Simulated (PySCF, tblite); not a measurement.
**C4H15AlN2Si2: geometry, infrared bands and NMR shifts**

Aim: predict the infrared bands and NMR shifts of C4H15AlN2Si2 (`C[CH](C)[AlH][N]1[SiH2]CN[SiH2]1`).

Computed with tblite 0.8.0 and PySCF 2.14.0, with density-fitted response routines of our own, on a single molecule in the gas phase. Atoms count from 0, in the outputs and in this text.

## Step 1: The molecule as given

24 atoms, charge 0, multiplicity 1; geometry from: force field or distance geometry start.

Bonds of the start (Å): C0–C1 1.53, C1–C2 1.51, C1–Al3 2.02, Al3–N4 1.91, N4–Si5 1.78, Si5–C6 1.87, C6–N7 1.45, N7–Si8 1.79, Si8–N4 1.79, C0–H9 1.12, C0–H10 1.11, C0–H11 1.11, C1–H12 1.11, C2–H13 1.11, C2–H14 1.11, C2–H15 1.13, Al3–H16 1.60, Si5–H17 1.47, Si5–H18 1.47, C6–H19 1.12, C6–H20 1.11, N7–H21 1.04, Si8–H22 1.47, Si8–H23 1.46.

## Step 2: Relaxing the molecule with GFN2-xTB

What the job is given:

```
{"job": {"kind": "relax", "xc": "GFN2-xTB", "basis": "xTB"}, "charge": 0, "multiplicity": 1}
C     -2.400900    -1.262400     0.897200
C     -1.636800    -0.357000    -0.073600
C     -2.523200     0.143400    -1.186100
Al    -0.809100     1.190800     0.918500
N      1.092600     1.413100     0.927000
Si     1.841500    -0.096000     1.502300
C      2.772700    -0.766000     0.023500
N      2.189700    -0.206400    -1.183200
Si     1.639700     1.445500    -0.781700
H     -3.247100    -0.699300     1.377400
H     -2.832700    -2.132000     0.349400
H     -1.738700    -1.647800     1.693900
H     -0.804800    -0.947200    -0.498800
H     -1.941000     0.770700    -1.898800
H     -2.958000    -0.701300    -1.754300
H     -3.371600     0.754700    -0.768000
H     -1.738500     2.229000     1.699900
H      2.788100     0.195500     2.592800
H      0.855700    -1.082500     1.965400
H      3.847400    -0.475000     0.118800
H      2.691400    -1.869300     0.012500
H      2.928300    -0.129300    -1.914600
H      0.576900     1.883900    -1.693500
H      2.766600     2.364700    -0.901000
```

Run with:

```bash
$ OMP_NUM_THREADS=1 python probes_run.py task.json out
```

This one command runs all jobs of the session in turn.

**Question.** This job is followed by: GFN2-xTB harmonic vibrations, gas phase; GIAO PBE0/pcSseg-1 NMR shielding, non-relativistic, gas phase. Predict these results of the whole session: strongest single infrared mode (GFN2-xTB); zero-point energy (GFN2-xTB); 13C shifts against TMS (PBE0/pcSseg-1, means over atoms taken as alike); 1H shifts against TMS (PBE0/pcSseg-1, means over atoms taken as alike); 27Al shifts against AlH4- (PBE0/pcSseg-1); 15N shifts against NH3 (PBE0/pcSseg-1); 29Si shifts against TMS (PBE0/pcSseg-1); surface potential, 1st and 99th percentile.

The runs gave:

| quantity | value |
| --- | --- |
| strongest single infrared mode (GFN2-xTB) | 873 cm⁻¹, 688 km/mol |
| zero-point energy (GFN2-xTB) | 111.9 kcal/mol |
| 13C shifts against TMS (PBE0/pcSseg-1, means over atoms taken as alike) | 29.8, 22.2, 18.2 ppm |
| 1H shifts against TMS (PBE0/pcSseg-1, means over atoms taken as alike) | 5.57, 5.25, 4.89, 3.03, 1.44, 1.04, -0.07 ppm |
| 27Al shifts against AlH4- (PBE0/pcSseg-1) | 152.0 ppm |
| 15N shifts against NH3 (PBE0/pcSseg-1) | 53.2, 13.5 ppm |
| 29Si shifts against TMS (PBE0/pcSseg-1) | -16.7, -26.8 ppm |
| surface potential, 1st and 99th percentile | -0.78 V and 2.28 V |

**Reading.** Over 298 steps the energy fell by 0.915 eV; of the close pairs, Al3–N4 changed most, 1.915 to 1.807 Å. No mode is imaginary among the 66: a minimum at this level. The strongest single mode, at 873 cm⁻¹, is carried by N4, Si8, N7. GFN2-xTB is a fitted tight-binding method: band positions and strengths are rough. Its intensities can rank the bands wrongly. The most deshielded carbon is C6 (sp3 CH2 bonded to N and Si), at 29.8 ppm: pulled downfield by the heteroatom. At PBE0/pcSseg-1: Shielding is most anisotropic at N4 (span 135 ppm, paramagnetic term -117 ppm). At PBE0/pcSseg-1, counted by nearest atom on the grid, the HOMO lies on N7 60 %; H19, H21 about 8 % each, the LUMO on Al3 44 %; H16 15 %.
